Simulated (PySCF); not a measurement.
**C₃H₁₀BClSi: electronic excitations**

Aim: predict the electronic excitations of C₃H₁₀BClSi (`CBCC[SiH2]Cl`).

Programs: PySCF 2.14.0, with density-fitted response routines of our own. Each step states its level of theory. These are calculated values for one molecule in the gas phase, unless marked as measured. Atoms count from 0, in the outputs and in this text.

## 1. Starting geometry

16 atoms, charge 0, multiplicity 1; geometry from: GFN2-xTB.

Bonds of the start (Å): C0–B1 1.57, B1–C2 1.57, C2–C3 1.53, C3–Si4 1.90, Si4–Cl5 2.03, C0–H6 1.09, C0–H7 1.09, C0–H8 1.09, B1–H9 1.17, C2–H10 1.10, C2–H11 1.09, C3–H12 1.09, C3–H13 1.09, Si4–H14 1.46, Si4–H15 1.46.

## 2. Excited states and response: CAM-B3LYP/def2-SVPD

What the job is given:

```
{"job": {"kind": "uv", "xc": "CAM-B3LYP", "basis": "def2-SVPD", "nstates": 8, "ntriplets": 3}, "charge": 0, "multiplicity": 1}
C      1.729048    -0.889087     0.654705
B      1.480927     0.595195     0.210822
C      0.305551     1.059376    -0.728963
C     -0.850181     0.086529    -0.989024
Si    -1.956704    -0.178405     0.530186
Cl    -3.276320    -1.653886     0.103102
H      1.838101    -0.952915     1.736893
H      0.965818    -1.601514     0.354891
H      2.681149    -1.235521     0.250922
H      2.257075     1.411046     0.545534
H      0.778548     1.302574    -1.689609
H     -0.103740     2.011189    -0.379039
H     -1.467268     0.473976    -1.806066
H     -0.448741    -0.865041    -1.343802
H     -2.729195     1.031600     0.819268
H     -1.211666    -0.586170     1.718768
```

Method: TDDFT CAM-B3LYP/def2-SVPD, vertical, gas phase, core orbitals frozen in the response.

On the command line:

```sh
$ OMP_NUM_THREADS=1 python probes_run.py task.json out
```

One launch serves the whole session: the jobs run in the order shown.

Predict these results of the whole session: lowest singlet (CAM-B3LYP/def2-SVPD); brightest single state of those computed; lowest triplet.

As calculated:

| quantity | value |
| --- | --- |
| lowest singlet (CAM-B3LYP/def2-SVPD) | 6.03 eV (206 nm), f = 0.002 |
| brightest single state of those computed | state 7, 8.18 eV, f = 0.019 |
| lowest triplet | 5.48 eV |

**Reading.** The lowest singlet, at 6.03 eV, is HOMO−2→LUMO 0.56, HOMO−1→LUMO 0.22 and is weak; of the 8 states computed, the strongest absorption comes from state 7 at 8.18 eV. The lowest triplet lies 0.55 eV below the lowest singlet (triplets in Tamm-Dancoff, singlets in full TDDFT).
